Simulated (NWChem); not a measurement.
# the pair BHF2···PF3, step by step

Aim: a single-point energy (singlet BPHF5, wB97X-D3/6-31+G*), then a single-point energy (singlet BHF2, wB97X-D3/6-31+G*), then the energy (singlet PF3, wB97X-D3/6-31+G*), then the energy (singlet BHF2, wB97X-D3/6-31+G*), then a single-point energy (singlet PF3, wB97X-D3/6-31+G*) of BF5HP and its partners. 

Program for the calculation: NWChem 7.3.0.

**1. The system as given**

BPHF5: 8 atoms, total charge 0, spin state singlet. The two molecules were placed rigidly side by side, at 1.1 times their contact distance; the pair isn't optimised.

Bond lengths: F1–B2 1.313 Å, B2–F3 1.313 Å, F5–P6 1.572 Å, P6–F7 1.572 Å, P6–F8 1.572 Å, B2–H4 1.191 Å. Angles: F1–B2–F3 118.1°, F5–P6–F7 97.6°, F5–P6–F8 97.6°, F7–P6–F8 97.6°, F1–B2–H4 121.0°, F3–B2–H4 121.0°.

**2. A single-point energy at wB97X-D3/6-31+G(d) (spherical functions) (run 1)**

Input file bf5hp.nw:

```
start bf5hp
memory total 2200 mb

geometry units angstrom noautosym nocenter noautoz
  F     1.154300    0.456900   -0.361900
  B    -0.001900   -0.031000    0.025200
  F    -1.095400    0.528700   -0.438900
  H    -0.057000   -0.954600    0.775600
  F    -3.038110   -3.358860    3.728680
  P    -1.860010   -2.870530    2.810300
  F    -1.128820   -4.253520    2.659410
  F    -0.947190   -2.276860    3.943510
end

basis spherical bse
  * library 6-31+G*
end

dft
  xc wb97x-d3
  mult 1
  grid fine
  convergence energy 1e-08
  iterations 100
  mulliken
  noprint "final vectors analysis"
end

task dft energy
```

On the command line:

```sh
nwchem bf5hp.nw > bf5hp.out
```

Standard output:

```text
[...]
          Wavefunction type:  closed shell.
          No. of atoms     :     8
          No. of electrons :    66
[...]
          Charge           :     0
          Spin multiplicity:     1
[...]
          AO basis - number of functions:   132
[...]
              XC Information
              --------------
                    wb97x-d3  Method XC Functional
                     Hartree-Fock (Exact) Exchange  1.000
                      wb97x-d3 Exchange Functional  1.000
                   wb97x-d3 Correlation Functional  1.000
[...]
 d= 0,ls=0.0,diis     1   -865.9100685081 -1.22D+03  1.07D-02  1.57D+00     6.3
[...]
 d= 0,ls=0.0,diis     9   -866.0820803397 -7.49D-09  1.64D-06  6.08D-09    57.4
         Total DFT energy =     -866.082080339712
      One electron energy =    -1904.467332586095
           Coulomb energy =      764.986827747211
    Exchange-Corr. energy =      -79.982670960638
 Nuclear repulsion energy =      353.382024517155
    Dispersion correction =       -0.000929057344
[...]
      Total Density - Mulliken Population Analysis
     ---------------------------------------------
    Atom       Charge   Shell Charges
 -----------   ------   -------------------------------------------------------
    1 F    9     9.33   2.00  0.94  3.33  0.99  1.88  0.02  0.16  0.01
    2 B    5     4.33   2.00  0.54  1.31  0.21  0.05  0.04  0.01  0.16
    3 F    9     9.32   2.00  0.94  3.33  0.99  1.88  0.02  0.17  0.01
    4 H    1     1.02   0.52  0.50
    5 F    9     9.43   2.00  0.94  3.31  1.03  1.97  0.00  0.17  0.02
    6 P   15    13.74   2.00  2.00  5.97  1.28  1.67  0.38  0.04  0.05  0.02  0.34
    7 F    9     9.41   2.00  0.94  3.31  1.03  1.97 -0.01  0.17  0.02
    8 F    9     9.42   2.00  0.94  3.31  1.03  1.97 -0.01  0.17  0.02
[...]
```

It took 58 s on 1 thread of AMD EPYC 9R45 (Zen 5), shared host; peak memory 0.12 GiB.

**3. BHF2: the energy at wB97X-D3/6-31+G(d) (spherical functions) (run 2)**

Input file bf2h.nw:

```
start bf2h
title "BF2H"
memory stack 880 mb heap 220 mb global 1100 mb
geometry units angstrom noautosym nocenter noautoz
  F      1.154300     0.456900    -0.361900
  B     -0.001900    -0.031000     0.025200
  F     -1.095400     0.528700    -0.438900
  H     -0.057000    -0.954600     0.775600
end
basis spherical bse
  * library 6-31+G*
end
dft
  xc wb97x-d3
  mult 1
  grid fine
  convergence energy 1e-08
  iterations 100
  mulliken
  print low
end
task dft energy
```

On the command line:

```sh
nwchem bf2h.nw > bf2h.out
```

Standard output:

```text
[...]
 d= 0,ls=0.0,diis     1   -225.1285406926 -2.87D+02  1.31D-02  6.06D-01     0.7
[...]
 d= 0,ls=0.0,diis     8   -225.1980485986 -4.28D-10  3.37D-07  1.82D-09     5.2
         Total DFT energy =     -225.198048598642
      One electron energy =     -434.923510140273
           Coulomb energy =      173.186395574743
    Exchange-Corr. energy =      -25.349307576192
 Nuclear repulsion energy =       61.888559242293
    Dispersion correction =       -0.000185699213
[...]
      Total Density - Mulliken Population Analysis
     ---------------------------------------------
    Atom       Charge   Shell Charges
 -----------   ------   -------------------------------------------------------
    1 F    9     9.33   2.00  0.94  3.33  0.99  1.88  0.02  0.17  0.01
    2 B    5     4.34   2.00  0.54  1.31  0.22  0.06  0.03  0.01  0.16
    3 F    9     9.33   2.00  0.94  3.33  0.99  1.88  0.02  0.17  0.01
    4 H    1     1.00   0.52  0.48
[...]
```

Run time: 6 s. Hardware: 1 thread of AMD EPYC 9R45 (Zen 5), shared host; peak memory 0.12 GiB.

**4. PF3: the energy at wB97X-D3/6-31+G(d) (spherical functions) (run 3)**

Input file sp.nw:

```
start sp
title "F3P"
memory 2200 mb
charge 0

geometry units au noautosym nocenter noautoz
 F     -5.74119584    -6.34732549     7.04618401
 P     -3.51490949    -5.42451553     5.31069733
 F     -2.13316064    -8.03798787     5.02555655
 F     -1.78992969    -4.30264182     7.45215387
end

basis spherical bse
 * library 6-31+G*
end

dft
 xc wb97x-d3
 grid fine
 convergence energy 1e-08
 maxiter 100
 mulliken
 noprint "final vectors analysis"
end

task dft energy
```

On the command line:

```sh
nwchem sp.nw > sp.out
```

Standard output:

```text
[...]
          Wavefunction type:  closed shell.
          No. of atoms     :     4
          No. of electrons :    42
[...]
          Charge           :     0
          Spin multiplicity:     1
[...]
          AO basis - number of functions:    76
[...]
              XC Information
              --------------
                    wb97x-d3  Method XC Functional
                     Hartree-Fock (Exact) Exchange  1.000
                      wb97x-d3 Exchange Functional  1.000
                   wb97x-d3 Correlation Functional  1.000
[...]
 d= 0,ls=0.0,diis     1   -640.7824004436 -8.32D+02  1.54D-02  9.56D-01     1.8
[...]
 d= 0,ls=0.0,diis     8   -640.8837214528 -1.21D-09  6.78D-07  4.32D-09    13.3
         Total DFT energy =     -640.883721452777
      One electron energy =    -1268.343999710283
           Coulomb energy =      491.332580809603
    Exchange-Corr. energy =      -54.633753338118
 Nuclear repulsion energy =      190.761608269629
    Dispersion correction =       -0.000157483609
[...]
      Total Density - Mulliken Population Analysis
     ---------------------------------------------
    Atom       Charge   Shell Charges
 -----------   ------   -------------------------------------------------------
    1 F    9     9.42   2.00  0.94  3.31  1.03  1.97 -0.00  0.17  0.02
    2 P   15    13.74   2.00  2.00  5.97  1.28  1.67  0.40  0.04  0.04  0.02  0.34
    3 F    9     9.42   2.00  0.94  3.31  1.03  1.97 -0.00  0.17  0.02
    4 F    9     9.42   2.00  0.94  3.31  1.03  1.97 -0.00  0.17  0.02
[...]
```

It took 14 s on 1 thread of AMD EPYC 9R45 (Zen 5), shared host; peak memory 0.12 GiB.

**5. BHF2 among ghost functions: the energy at wB97X-D3/6-31+G(d) (spherical functions, with ghost functions) (run 4)**

Input file bf2h.nw:

```
start bf2h
memory 2200 mb

geometry units angstrom noautosym nocenter noautoz
 F     1.154300    0.456900   -0.361900
 B    -0.001900   -0.031000    0.025200
 F    -1.095400    0.528700   -0.438900
 H    -0.057000   -0.954600    0.775600
 bqF     -3.038110    -3.358860     3.728680
 bqP     -1.860010    -2.870530     2.810300
 bqF     -1.128820    -4.253520     2.659410
 bqF     -0.947190    -2.276860     3.943510
end

basis spherical bse
 F library 6-31+G*
 B library 6-31+G*
 H library 6-31+G*
 bqF library F 6-31+G*
 bqP library P 6-31+G*
end

dft
 xc wb97x-d3
 grid fine
 convergence energy 1e-08
 iterations 100
 mulliken
 print low
end

task dft
```

On the command line:

```sh
nwchem bf2h.nw > bf2h.out
```

Standard output:

```text
[...]
 d= 0,ls=0.0,diis     1   -225.1285828032 -2.87D+02  5.62D-03  6.06D-01     4.1
[...]
 d= 0,ls=0.0,diis     8   -225.1981102086 -4.35D-10  1.34D-07  1.29D-09    42.5
         Total DFT energy =     -225.198110208554
      One electron energy =     -434.924101693849
           Coulomb energy =      173.187004069721
    Exchange-Corr. energy =      -25.349386127506
 Nuclear repulsion energy =       61.888559242293
    Dispersion correction =       -0.000185699213
[...]
      Total Density - Mulliken Population Analysis
     ---------------------------------------------
    Atom       Charge   Shell Charges
 -----------   ------   -------------------------------------------------------
    1 F    9     9.33   2.00  0.94  3.33  0.99  1.88  0.02  0.17  0.01
    2 B    5     4.35   2.00  0.54  1.31  0.22  0.05  0.04  0.02  0.16
    3 F    9     9.33   2.00  0.94  3.33  0.99  1.88  0.02  0.17  0.01
    4 H    1     1.00   0.52  0.48
    5 X    0    -0.00  -0.00 -0.00 -0.00  0.00  0.00 -0.00 -0.00 -0.00
    6 X    0    -0.01   0.00  0.00 -0.00  0.00  0.00 -0.00 -0.00 -0.00 -0.00  0.00
    7 X    0     0.00   0.00  0.00 -0.00 -0.00  0.00  0.00  0.00  0.00
    8 X    0     0.00  -0.00 -0.00 -0.00 -0.00  0.00  0.00  0.00  0.00
[...]
```

Run time: 43 s. Hardware: 1 thread of AMD EPYC 9R45 (Zen 5), shared host; peak memory 0.13 GiB.

**6. PF3 among ghost functions: a single-point energy at wB97X-D3/6-31+G(d) (spherical functions, with ghost functions) (run 5)**

Input file input.nw:

```
start input
title "F3P energy"
memory stack 880 mb heap 220 mb global 1100 mb
geometry units angstroms noautosym nocenter noautoz
 F    -3.038110   -3.358860    3.728680
 P    -1.860010   -2.870530    2.810300
 F    -1.128820   -4.253520    2.659410
 F    -0.947190   -2.276860    3.943510
 bqF      1.154300     0.456900    -0.361900
 bqB     -0.001900    -0.031000     0.025200
 bqF     -1.095400     0.528700    -0.438900
 bqH     -0.057000    -0.954600     0.775600
end
basis spherical bse
 F library 6-31+G*
 P library 6-31+G*
 bqF library F 6-31+G*
 bqB library B 6-31+G*
 bqH library H 6-31+G*
end
dft
 xc wb97x-d3
 grid fine
 convergence energy 1e-08
 maxiter 100
 mulliken
 print low
end
task dft energy
```

On the command line:

```sh
nwchem input.nw > input.out
```

Standard output:

```text
[...]
 d= 0,ls=0.0,diis     1   -640.7825230352 -8.32D+02  9.03D-03  9.56D-01     5.1
[...]
 d= 0,ls=0.0,diis     8   -640.8838597761 -1.17D-09  4.05D-07  5.74D-09    45.6
         Total DFT energy =     -640.883859776103
      One electron energy =    -1268.344382260733
           Coulomb energy =      491.332665812467
    Exchange-Corr. energy =      -54.633608105300
 Nuclear repulsion energy =      190.761622260990
    Dispersion correction =       -0.000157483526
[...]
      Total Density - Mulliken Population Analysis
     ---------------------------------------------
    Atom       Charge   Shell Charges
 -----------   ------   -------------------------------------------------------
    1 F    9     9.42   2.00  0.94  3.31  1.03  1.97  0.00  0.17  0.02
    2 P   15    13.75   2.00  2.00  5.96  1.28  1.67  0.39  0.03  0.05  0.02  0.34
    3 F    9     9.42   2.00  0.94  3.31  1.03  1.97 -0.01  0.17  0.02
    4 F    9     9.42   2.00  0.94  3.31  1.03  1.97 -0.01  0.17  0.02
    5 X    0     0.00  -0.00 -0.00 -0.00 -0.00  0.00  0.00  0.00 -0.00
    6 X    0    -0.00   0.00  0.00  0.00 -0.00  0.00 -0.00 -0.00 -0.00
    7 X    0    -0.00  -0.00 -0.00 -0.00 -0.00 -0.00 -0.00 -0.00 -0.00
    8 X    0     0.00  -0.00  0.00
[...]
```

Run time: 46 s. Hardware: 1 thread of AMD EPYC 9R45 (Zen 5), shared host; peak memory 0.13 GiB.

**7. Summary of results**

| quantity | value |
| --- | --- |
| run 1, wB97X-D3/6-31+G*: total energy | -866.08208 Eh |
| run 1, wB97X-D3/6-31+G*: dipole moment | 0.51 D |
| run 1, wB97X-D3/6-31+G*: dispersion energy | -2.44 kJ/mol |
| BHF2: total energy | -225.19805 Eh |
| BHF2: dispersion energy | -0.49 kJ/mol |
| PF3: total energy | -640.88372 Eh |
| PF3: dipole moment | 1.24 D |
| PF3: dispersion energy | -0.41 kJ/mol |
| BHF2 among ghost functions: total energy | -225.19811 Eh |
| BHF2 among ghost functions: dispersion energy | -0.49 kJ/mol |
| PF3 among ghost functions: total energy | -640.88386 Eh |
| PF3 among ghost functions: dispersion energy | -0.41 kJ/mol |
| interaction energy of the rigid parts BHF2 and PF3 (parts in their own basis; closest atoms 3.33 Å apart) | -0.008 eV |
| interaction energy of the rigid parts BHF2 and PF3 (parts in the whole basis, counterpoise; closest atoms 3.33 Å apart) | -0.003 eV |

In words: The interaction energy of the rigid parts BHF2 and PF3 (parts in their own basis; closest atoms 3.33 Å apart) is −0.01 eV (−0.2 kcal/mol). Without counterpoise this holds the superposition error of the basis. The interaction energy of the rigid parts BHF2 and PF3 (parts in the whole basis, counterpoise; closest atoms 3.33 Å apart) is −0.00 eV (−0.1 kcal/mol). The basis-set superposition error is 0.5 kJ/mol. Mulliken charges (PF3) run from -0.42 on F1 to +1.26 on P2; in a basis this large or diffuse they mean little.
